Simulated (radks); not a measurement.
# Ti⁴⁺ in [Ar]: an all-electron calculation

One table from this session's results is given with a row withheld; the runs are named, their logs left out.

The numbers are computed with radks (a radial shooting solver on a logarithmic mesh, Libxc functionals) version 1 (Dirac Kohn-Sham, PBE, spin-unpolarised, spherical densities, finite nucleus), except any that are marked as measured or tabulated.

### The atom as given

* element: titanium (Z = 22)
* charge: +4
* electrons: 18
* configuration: [Ar]
* nuclear rms radius: 3.5921 fm

Outer shells as boxes (Hund's rule):

Ti⁴⁺
```
[Ne] core
3s [↑↓]
3p [↑↓][↑↓][↑↓]
```

Set-up of the first run:

The run's settings:

```text
Z 22
configuration [Ar]
relativity Dirac
functional pbe,pbe
spin unpolarised
j_filling energy
nucleus finite rms 3.5921 fm
c 137.035999084
```

The run is started by

```bash
$ python run_ks.py task.json out
```

This one command runs every case of the session in turn.

Steps of the session up to this table: Self-consistent calculation.

One table of the session follows, with a row left open; its other results are not shown here.

It belongs to the step «Shells». Radial moments (bohr):

| level | <r> | outermost maximum (interpolated) | 90 % within | nodes |
| --- | --- | --- | --- | --- |
| 1s1/2 | 0.06959 | 0.0455 | 0.124 | 0 |
| 2s1/2 | ? | ? | ? | ? |
| 2p1/2 | 0.2880 | 0.218 | 0.474 | 0 |
| 2p3/2 | 0.2907 | 0.220 | 0.478 | 0 |
| 3s1/2 | 0.9747 | 0.858 | 1.45 | 2 |
| 3p1/2 | 1.022 | 0.878 | 1.55 | 1 |
| 3p3/2 | 1.029 | 0.884 | 1.56 | 1 |

**Question.** Estimate the row for 2s1/2.

As computed: <r>: 0.3247; outermost maximum (interpolated): 0.269; 90 % within: 0.505; nodes: 1. In the column «<r>» it lies between 2p3/2 (0.2907) and 3s1/2 (0.9747).
